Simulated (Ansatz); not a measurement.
# HfNH₂ (doublet): wave-function methods side by side, def2-SVP

One table from this session's results is given with a row withheld; the runs are named, their logs left out.

Computed with Ansatz 0.2.0, Gaussian basis. Level: def2-SVP, core rule «outside noble gas», up to 5 orbitals frozen.

The runs, in order: UHF; CCSD(T) on ROHF; CCSD(T) on UHF; CISD as a restricted active space (open shells left free, so some higher excitations enter); CCSDT(Q) on ROHF; CCSDT(Q) on UHF.

31 further runs of the same task are left out: 7 for a known fault of the program, 11 that didn't finish, 13 set aside as unsound or not needed. Runs told in other sessions of the task aren't counted.

### What is computed

The geometry is a PBE0/def2-TZVP stationary point (not a proven minimum). No spin-orbit coupling is included. Elements past krypton take def2 core potentials.

4 atoms, charge 0, spin multiplicity 2.

Atoms are counted from 1 here; the program's logs count them from 0.

Bond lengths: Hf1–N2 1.981 Å, N2–H3 1.013 Å, N2–H4 1.013 Å. Angles: Hf1–N2–H3 124.8°, Hf1–N2–H4 124.8°, H3–N2–H4 110.4°.

The first run:

File in.yaml:

```yaml
crystal:
  periodic: [false, false, false]
  atoms:
    - {symbol: Hf, position_ang: [0.000000, 0.000000, 0.169211]}
    - {symbol: N, position_ang: [0.000000, 0.000000, -1.812192]}
    - {symbol: H, position_ang: [0.000000, -0.832054, -2.390843]}
    - {symbol: H, position_ang: [0.000000, 0.832054, -2.390843]}
basis:
  gaussian: {orbitals: def2-SVP}
magnetization: {spin_polarized: true, initial_magnetization: 1}
hamiltonian: {xc: hf}
output: {orbitals: {seedname: orbitals}}
```

Launch:

```
$ ansatz run in.yaml --threads 1 --pin off --events-out ev --progress --plain --max-ram 2393MiB
```

Steps of the session up to this table: UHF; CCSD(T) on ROHF; CCSD(T) on UHF; CISD as a restricted active space (open shells left free, so some higher excitations enter); CCSDT(Q) on ROHF; CCSDT(Q) on UHF.

One table of the session follows, with a row left open; its other results are not shown here.

| method | from RCCSDT(Q) (kJ/mol) |
| --- | --- |
| ROHF | +698.3 |
| UHF | +684.6 |
| RMP2 | ? |
| UMP2 | +81.6 |
| RCCSD | +27.8 |
| UCCSD | +24.3 |
| RCCSD(T) | +4.3 |
| UCCSD(T) | +1.3 |
| RCCSDT | +1.6 |
| UCCSDT | -1.2 |
| RCCSDT(Q) | 0 |
| UCCSDT(Q) | -3.2 |

Estimate the missing values for RMP2.

**Answer.** from RCCSDT(Q) (kJ/mol): +80.3. In the column «from RCCSDT(Q) (kJ/mol)» it lies between RCCSD (+27.8) and UMP2 (+81.6).

Not comparable, so not listed: CISD as a restricted active space (open shells left free, so some higher excitations enter) (they don't share determinant, frozen orbitals or solution with the rows shown, or repeat one).

With the free atoms at the same levels and basis (separate runs), the atomisation energy is 11.308 eV at RCCSDT(Q), 11.291 eV at RCCSD(T), 11.254 eV at UCCSD(T), 7.798 eV at ROHF.

Caveats from the session: Restricted and unrestricted rows rest on different reference determinants; a gap between their highest levels can come from leftover correlation error, from unlike frozen cores or from another state.
